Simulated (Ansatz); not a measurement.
# wB97X/aug-cc-pVDZ run of SiH2O2 (SMILES O[Si]O)

Aim: the electronic atomisation energy of SiH2O2 at wB97X/aug-cc-pVDZ, from 4 runs. 

The calculation is run with Ansatz 0.2.0.

64 further runs of the same task are left out: 64 set aside as unsound or not needed.

**1. Starting point**

SiH2O2 has 5 atoms, charge 0, and is taken as a singlet. SMILES: `O[Si]O`. The shape is that of a PBE0-D4/def2-TZVP optimisation. This is one conformer, not always the lowest.

Bond lengths: O1–Si2 1.642 Å, Si2–O3 1.663 Å, O1–H4 0.964 Å, O3–H5 0.960 Å. Angles: O1–Si2–O3 99.4°, Si2–O1–H4 117.5°, Si2–O3–H5 116.1°.

**2. The energy at wB97X/aug-cc-pVDZ**

File run.yaml:

```yaml
crystal:
  periodic: [false, false, false]
  atoms:
    - {symbol: O, position_ang: [-1.443200, -0.105600, -0.275000]}
    - {symbol: Si, position_ang: [-0.212000, -0.791300, 0.567700]}
    - {symbol: O, position_ang: [1.036000, 0.187500, 0.068600]}
    - {symbol: H, position_ang: [-1.231900, 0.648900, -0.836100]}
    - {symbol: H, position_ang: [1.901100, -0.013100, 0.433400]}
basis:
  gaussian: {orbitals: aug-cc-pVDZ}
hamiltonian: {xc: {name: wB97X}}
accuracy: high
output: {orbitals: {seedname: orbitals}}
```

Run with:

```console
ansatz run run.yaml --threads 1 --pin off --max-ram 3480MiB --events-out events.jsonl --progress --plain --runs-dir runs
```

Output:

```text
Warning: RAYON_NUM_THREADS=1 ignored (pool sized by the plan → 1); use --threads N
Functional definition: wB97X
  name "wB97X"
  parameter omega = 0.3/bohr
  parameter cx = 0.157706
  parameter cx1 = 0.726479
  parameter cx2 = 1.04760
  parameter cx3 = -5.70635
  parameter cx4 = 13.2794
  parameter css1 = -4.33879
  parameter css2 = 18.2308
  parameter css3 = -31.7430
  parameter css4 = 17.2901
  parameter cos1 = 2.37031
  parameter cos2 = -11.3995
  parameter cos3 = 6.58405
  parameter cos4 = -3.78132
  exchange = spin_sum(e_x_unif_sr(omega)*poly(b97_u_x, 1 - cx, cx1, cx2, cx3, cx4)) + cx*exact_x_sr(omega)
      + exact_x_lr(omega)
  correlation = spin_sum(e_c_pw_same_spin*poly(b97_u_same, 1, css1, css2, css3, css4))
      + integral(e_c_pw_opposite_spin*poly(b97_u_opposite, 1, cos1, cos2, cos3, cos4))
1788 factors; integrals over basis functions are off by at most 3.4e-9 eV
420 factors; integrals over basis functions are off by at most 2.4e-9 eV
mean field evaluation 1: about -11997.2247 eV, gradient 6.7e1 eV
mean field evaluation 2: about -11993.9132 eV, gradient 8.1e1 eV
mean field evaluation 4: about -12005.0648 eV, gradient 1.1e0 eV
mean field evaluation 8: about -12005.0699 eV, gradient 2.6e-2 eV
mean field evaluation 16: about -12005.0699 eV, gradient 1.2e-5 eV
mean field -12005.06988353 eV, -441.1781808911 hartree, gradient 2.8e-8 eV, S^2 0.000000; 0 other end points of the search recorded, 0 dependent functions left out
reference -12005.06987832 eV, -441.1781806995 hartree; 16, 16 occupied and 75, 75 virtual orbitals, 1788 factors
Total energy: -12005.06987832 eV, -441.1781806995 hartree
```

Run time: 15 s. Hardware: 1 thread of Arm Neoverse V2, shared host; peak memory 0.43 GiB.

**3. The H atom**

File run.yaml:

```yaml
crystal:
  periodic: [false, false, false]
  atoms:
    - {symbol: H, position_ang: [0.000000, 0.000000, 0.000000]}
basis:
  gaussian:
    orbitals: aug-cc-pVDZ
magnetization:
  spin_polarized: true
  initial_magnetization: 1
hamiltonian:
  xc: {name: wB97X}
accuracy: high
```

Run with:

```console
ansatz run run.yaml --threads 1 --pin off --max-ram 3480MiB --events-out events.jsonl --progress --plain --runs-dir runs
```

Output:

```text
Warning: RAYON_NUM_THREADS=1 ignored (pool sized by the plan → 1); use --threads N
Functional definition: wB97X
  name "wB97X"
  parameter omega = 0.3/bohr
  parameter cx = 0.157706
  parameter cx1 = 0.726479
  parameter cx2 = 1.04760
  parameter cx3 = -5.70635
  parameter cx4 = 13.2794
  parameter css1 = -4.33879
  parameter css2 = 18.2308
  parameter css3 = -31.7430
  parameter css4 = 17.2901
  parameter cos1 = 2.37031
  parameter cos2 = -11.3995
  parameter cos3 = 6.58405
  parameter cos4 = -3.78132
  exchange = spin_sum(e_x_unif_sr(omega)*poly(b97_u_x, 1 - cx, cx1, cx2, cx3, cx4)) + cx*exact_x_sr(omega)
      + exact_x_lr(omega)
  correlation = spin_sum(e_c_pw_same_spin*poly(b97_u_same, 1, css1, css2, css3, css4))
      + integral(e_c_pw_opposite_spin*poly(b97_u_opposite, 1, cos1, cos2, cos3, cos4))
42 factors; integrals over basis functions are off by at most 4.4e-8 eV
33 factors; integrals over basis functions are off by at most 1.3e-9 eV
mean field evaluation 1: about -13.6079 eV, gradient 1.2e0 eV
mean field evaluation 2: about -13.6314 eV, gradient 3.4e-1 eV
mean field evaluation 4: about -13.6332 eV, gradient 2.2e-2 eV
mean field evaluation 8: about -13.6332 eV, gradient 8.6e-7 eV
mean field -13.63316648 eV, -0.5010096274 hartree, gradient 1.2e-8 eV, S^2 0.750000; 0 other end points of the search recorded, 0 dependent functions left out
reference -13.63316706 eV, -0.5010096484 hartree; 1, 0 occupied and 8, 9 virtual orbitals, 42 factors
Total energy: -13.63316706 eV, -0.5010096484 hartree
```

Run time: 0.77 s. Hardware: 1 thread of Arm Neoverse V2, shared host; peak memory 0.096 GiB.

**4. The O atom**

File job.yaml:

```yaml
basis:
  gaussian:
    orbitals: aug-cc-pVDZ
crystal:
  periodic: [false, false, false]
  atoms:
    - symbol: O
      position_ang: [0.000000, 0.000000, 0.000000]
magnetization:
  spin_polarized: true
  initial_magnetization: 2
hamiltonian:
  xc: {name: wB97X}
accuracy: high
```

Run with:

```console
ansatz run job.yaml --threads 1 --pin off --max-ram 3480MiB --events-out events.jsonl --progress --plain --runs-dir runs
```

Output:

```text
Warning: RAYON_NUM_THREADS=1 ignored (pool sized by the plan → 1); use --threads N
Functional definition: wB97X
  name "wB97X"
  parameter omega = 0.3/bohr
  parameter cx = 0.157706
  parameter cx1 = 0.726479
  parameter cx2 = 1.04760
  parameter cx3 = -5.70635
  parameter cx4 = 13.2794
  parameter css1 = -4.33879
  parameter css2 = 18.2308
  parameter css3 = -31.7430
  parameter css4 = 17.2901
  parameter cos1 = 2.37031
  parameter cos2 = -11.3995
  parameter cos3 = 6.58405
  parameter cos4 = -3.78132
  exchange = spin_sum(e_x_unif_sr(omega)*poly(b97_u_x, 1 - cx, cx1, cx2, cx3, cx4)) + cx*exact_x_sr(omega)
      + exact_x_lr(omega)
  correlation = spin_sum(e_c_pw_same_spin*poly(b97_u_same, 1, css1, css2, css3, css4))
      + integral(e_c_pw_opposite_spin*poly(b97_u_opposite, 1, cos1, cos2, cos3, cos4))
200 factors; integrals over basis functions are off by at most 2.1e-9 eV
80 factors; integrals over basis functions are off by at most 8.3e-10 eV
mean field evaluation 1: about -2042.3394 eV, gradient 4.7e0 eV
mean field evaluation 2: about -2042.4139 eV, gradient 1.2e0 eV
mean field evaluation 4: about -2042.4220 eV, gradient 4.7e-2 eV
mean field evaluation 8: about -2042.4214 eV, gradient 1.2e-3 eV
mean field evaluation 16: about -2042.4214 eV, gradient 1.3e-8 eV
mean field -2042.42144185 eV, -75.0576035850 hartree, gradient 1.3e-8 eV, S^2 2.004884; 0 other end points of the search recorded, 0 dependent functions left out
reference -2042.42144013 eV, -75.0576035219 hartree; 5, 3 occupied and 18, 20 virtual orbitals, 200 factors
Total energy: -2042.42144013 eV, -75.0576035219 hartree
```

Wall time 1.9 s (1 thread of Arm Neoverse V2, shared host); peak memory 0.13 GiB.

**5. The Si atom at the same level**

File in.yaml:

```yaml
crystal:
  periodic: [false, false, false]
  atoms:
    - symbol: Si
      position_ang: [0.000000, 0.000000, 0.000000]
basis:
  gaussian: {orbitals: aug-cc-pVDZ}
magnetization: {spin_polarized: true, initial_magnetization: 2}
accuracy: high
hamiltonian: {xc: {name: wB97X}}
```

Run the same way, it converges to -289.35778 Eh (log not shown).

**6. What came out**

Level: wB97X/aug-cc-pVDZ.

| quantity | value |
| --- | --- |
| molecule: total energy | -441.17818 Eh |
| molecule: HOMO energy | -9.55 eV |
| molecule: LUMO energy | 0.70 eV |
| molecule: HOMO–LUMO gap | 10.25 eV |
| H atom: total energy | -0.50101 Eh |
| H atom: ⟨S²⟩ | 0.750 |
| O atom: total energy | -75.05760 Eh |
| O atom: ⟨S²⟩ | 2.005 |
| Si atom: total energy | -289.35778 Eh |
| Si atom: ⟨S²⟩ | 2.005 |
| electronic atomisation energy | 19.134 eV |

**Reading.** Taking the molecule apart into free atoms costs 19.13 eV (441 kcal/mol), before zero-point energy and without spin-orbit coupling.
